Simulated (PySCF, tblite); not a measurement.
**C₆H₅OS radical: geometry, infrared bands and EPR parameters**

Aim: predict the infrared bands and EPR parameters of C₆H₅OS radical (`Oc1ccccc1[S]`).

The runs use tblite 0.8.0 and PySCF 2.14.0, with density-fitted response routines of our own; the level of theory stands in each step. All values are computed, except where a source is named. Atoms are numbered from 0 throughout.

## Step 1: The starting structure

13 atoms, charge 0, multiplicity 2; geometry from: force field or distance geometry start.

Bonds of the start (Å): O0–C1 1.39, C1–C2 1.38, C2–C3 1.41, C3–C4 1.40, C4–C5 1.39, C5–C6 1.39, C6–S7 1.82, C6–C1 1.40, O0–H8 0.99, C2–H9 1.07, C3–H10 1.09, C4–H11 1.09, C5–H12 1.09.

## Step 2: Optimising the geometry with GFN2-xTB

Job settings and geometry (Å):

```
{"job": {"kind": "relax", "xc": "GFN2-xTB", "basis": "xTB"}, "charge": 0, "multiplicity": 2}
O      2.402500    -0.552900     0.309100
C      1.061500    -0.298700     0.073000
C      0.384700    -1.056200    -0.855300
C     -0.977900    -0.778200    -1.084500
C     -1.619700     0.223200    -0.342400
C     -0.917500     0.973900     0.594500
C      0.434800     0.710300     0.808100
S      1.394100     1.658300     2.033200
H      2.574500     0.128100     1.010800
H      0.884400    -1.831700    -1.406600
H     -1.534200    -1.364700    -1.810300
H     -2.674100     0.430000    -0.516300
H     -1.417500     1.759100     1.168900
```

Started as:

```console
OMP_NUM_THREADS=1 python probes_run.py task.json out
```

The driver reads the jobs from task.json and runs them one after another.

**Question.** This job is followed by: GFN2-xTB harmonic vibrations, gas phase; UKS B3LYP, pcH-1 on C H O S, non-relativistic, mean-field spin-orbit, GIAO. Predict these results of the whole session: strongest single infrared mode (GFN2-xTB); zero-point energy (GFN2-xTB); g(iso) (B3LYP); ⟨S²⟩; largest a(iso); potential on the surface of density 0.002 e/bohr³, 1st and 99th percentile; property runs in this session.

The runs gave:

| quantity | value |
| --- | --- |
| strongest single infrared mode (GFN2-xTB) | 1431 cm⁻¹, 187 km/mol |
| zero-point energy (GFN2-xTB) | 57.3 kcal/mol |
| g(iso) (B3LYP) | 2.02724 |
| ⟨S²⟩ | 0.761 (exact 0.75) |
| largest a(iso) | 13C on C6, -14.9 MHz |
| potential on the surface of density 0.002 e/bohr³, 1st and 99th percentile | -0.97 V and 1.40 V |
| property runs in this session | 1, of which 0 failed and 1 gave unsound results |

Over 20 steps the energy fell by 0.254 eV; of the close pairs, C6–S7 changed most, 1.822 to 1.714 Å. No mode is imaginary among the 33: a minimum at this level. The strongest single mode, at 1431 cm⁻¹, is spread over several atoms, C1, C2, C4, C5 among them. GFN2-xTB is a fitted tight-binding method: band positions and strengths are rough. Its intensities can rank the bands wrongly. S7 carries the largest spin population, 0.68 e. The isotropic g lies 24.9 ppt above the free-electron value. These values are not to be trusted: the run shows nearly degenerate orbitals, where second-order g theory doesn't apply. The conformer search found further structures of the same energy, which may be mirror or relabelled copies of this one.
